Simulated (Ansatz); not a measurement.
**TaWC2 in Ansatz: the effect of strain**

Crystal: TaWC2.

```
CELL_PARAMETERS angstrom
1.57186 0.90751 4.89755
-1.57186 0.90751 4.89755
0.00000 -1.81502 4.89755
ATOMIC_POSITIONS crystal
W 0.00000 0.00000 0.00000
Ta 0.50000 0.50000 0.50000
C 0.25093 0.25093 0.25093
C 0.74907 0.74907 0.74907
```

The cell comes from a database or a generator and needn't be the stable form of this composition.

Alike in all runs:

- Program: Ansatz 0.2.0
- Task: band structure
- Functional: PBE
- Potentials or basis: Ansatz PAW
- Cutoff: 420 eV (not typed: the program's choice for these potentials)
- k mesh: 8 × 8 × 8
- Occupations: fermi-dirac, width 0.05 eV
- Spin: no spin polarisation
- Kind of strain: uniaxial
- Path: [["G", "L", "B1"], ["B", "Z", "G", "X"], ["Q", "F", "P1", "Z"], ["L", "P"]]
- Points for each segment of the path: 14

```tsv
strain	pressure (GPa)
-0.04	12.4
-0.02	4.4
-0.01	0.8
0	-2.7
0.01	-5.9
0.02	?
0.04	-14.6
```

Question: What does the run with strain 0.02 give?

Answer: Pressure -9.0 GPa.

Worked out: A parabola through the other rows of the pressure, of slope -298 GPa per unit of strain there, gives -9.0 GPa, against the run's -9.0.
